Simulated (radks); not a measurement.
# Hf⁴⁺ in [Kr] 4d10 4f14 5s2 5p5 6p1: an all-electron calculation

The task here is to estimate one member of a computed series from the others.

Method: scalar-relativistic Kohn-Sham, SCAN, spin-unpolarised, spherical densities, finite nucleus. Code: radks (a radial shooting solver on a logarithmic mesh, Libxc functionals) version 1.

### The atom as given

- element: hafnium (Z = 72)
- charge: +4
- electrons: 68
- configuration: [Kr] 4d10 4f14 5s2 5p5 6p1
- nuclear rms radius: 5.347 fm

The outer shells:

Hf⁴⁺
```
[Kr] core
4d [↑↓][↑↓][↑↓][↑↓][↑↓]
4f [↑↓][↑↓][↑↓][↑↓][↑↓][↑↓][↑↓]
5s [↑↓]
5p [↑↓][↑↓][↑ ]
6p [↑ ][  ][  ]
```

Set-up of the first run:

Input:

```text
Z 72
configuration [Kr] 4d10 4f14 5s2 5p5 6p1
relativity scalar-relativistic
functional scan,scan
spin unpolarised
nucleus finite rms 5.347 fm
c 137.035999084
```

One table of the session follows, with a row left open; its other results are not shown here.

It belongs to the step «Shells». Radial moments (bohr):

| level | <r> | outermost maximum (interpolated) | 90 % within | nodes |
| --- | --- | --- | --- | --- |
| 1s | 0.01899 | 0.0119 | 0.0345 | 0 |
| 2s | 0.08034 | 0.0680 | 0.125 | 1 |
| 2p | 0.07172 | 0.0557 | 0.117 | 0 |
| 3s | 0.2084 | 0.192 | 0.306 | 2 |
| 3p | 0.2084 | 0.190 | 0.312 | 1 |
| 3d | 0.1891 | 0.155 | 0.294 | 0 |
| 4s | 0.4682 | 0.438 | 0.672 | 3 |
| 4p | 0.4974 | 0.458 | 0.723 | 2 |
| 4d | 0.5352 | 0.471 | 0.804 | 1 |
| 5s | 1.112 | 1.00 | 1.59 | 4 |
| 5p | 1.281 | 1.14 | 1.85 | 3 |
| 4f | 0.6621 | 0.455 | 1.11 | 0 |
| 6p | ? | ? | ? | ? |

Q: Estimate the row for 6p from the others.

The run gave: <r>: 2.984; outermost maximum (interpolated): 2.81; 90 % within: 4.20; nodes: 4. In the column «<r>» it is the highest.
